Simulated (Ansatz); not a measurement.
# Sn3Te: the cost of one run

Computed with Ansatz 0.2.0 (DFT PBE, scalar-relativistic, plane waves, PAW, unless a step's input says otherwise).

1 further run of the same task is left out (set aside as unsound or not needed).

**1. The starting structure**

Symmetry: Im-3m, No. 229, cubic system. The conventional cell has a = 6.257 Å, b = 6.257 Å, c = 6.257 Å, α = 90.00°, β = 90.00°, γ = 90.00°. Around Sn (site symmetry 4/mmm) lie 4 Sn at 3.13 Å and 2 Te at 3.13 Å. Te (site symmetry m-3m) has 6 Sn at 3.13 Å as nearest neighbours.

Structure file:

```xyz
4
Lattice="-3.1285 3.1285 3.1285 3.1285 -3.1285 3.1285 3.1285 3.1285 -3.1285" Properties=species:S:1:pos:R:3 pbc="T T T"
Sn    3.1285    0.0000    0.0000
Sn    0.0000    3.1285    0.0000
Sn    0.0000    0.0000    3.1285
Te    0.0000    0.0000    0.0000
```

The cell was relaxed beforehand at this level, from a generated guess; it is a trial structure. At a tolerance of 0.05 Å it has space group Im-3m (No. 229); it has 30.62 Å³/atom, an uncorrected energy of -0.08 eV/atom over the elements.

**2. Static run: bands, density of states and charges**

The input, input.yaml:

```yaml
crystal:
  lattice:
    - [-3.1284535708, 3.1284535708, 3.1284535708]
    - [3.1284535708, -3.1284535708, 3.1284535708]
    - [3.1284535708, 3.1284535708, -3.1284535708]
  atoms:
    - { symbol: Sn, position: [0.0, 0.5, 0.5] }
    - { symbol: Sn, position: [0.5, 0.0, 0.5] }
    - { symbol: Sn, position: [0.5, 0.5, 0.0] }
    - { symbol: Te, position: [0.0, 0.0, 0.0] }
basis:
  ecutwfc: 420
kpoints:
  mp_grid: { grid: [10, 10, 10] }
  band_path:
    path:
      - [[0.0, 0.0, 0.0], [0.5, -0.5, 0.5], [0.0, 0.0, 0.5], [0.0, 0.0, 0.0], [0.25, 0.25, 0.25], [0.5, -0.5, 0.5]]
      - [[0.25, 0.25, 0.25], [0.0, 0.0, 0.5]]
    npoints: 14
hamiltonian:
  xc: pbe
scf:
  occupations: { method: gaussian, width: 0.1 }
  n_extra_bands: 10
output:
  forces: true
  stress: true
  eigenvalues: true
  populations: true
  dos: { projected: true, de: 0.02, nscf_kmesh: { grid: [12, 12, 12] } }
  bader: true
  write_density: true
  write_potential: true
  elf: true
  volumetric_format: npy
```

The run is started by

```bash
$ ansatz run input.yaml --threads 1 --pin off --max-ram 2560MiB --backend cpu --events-out ev --progress --plain --runs-dir out
```

Q: Estimate wall time and peak memory on 1 thread of AMD EPYC (Zen 3), shared host.

About 81 s, with a peak of 0.57 GiB.
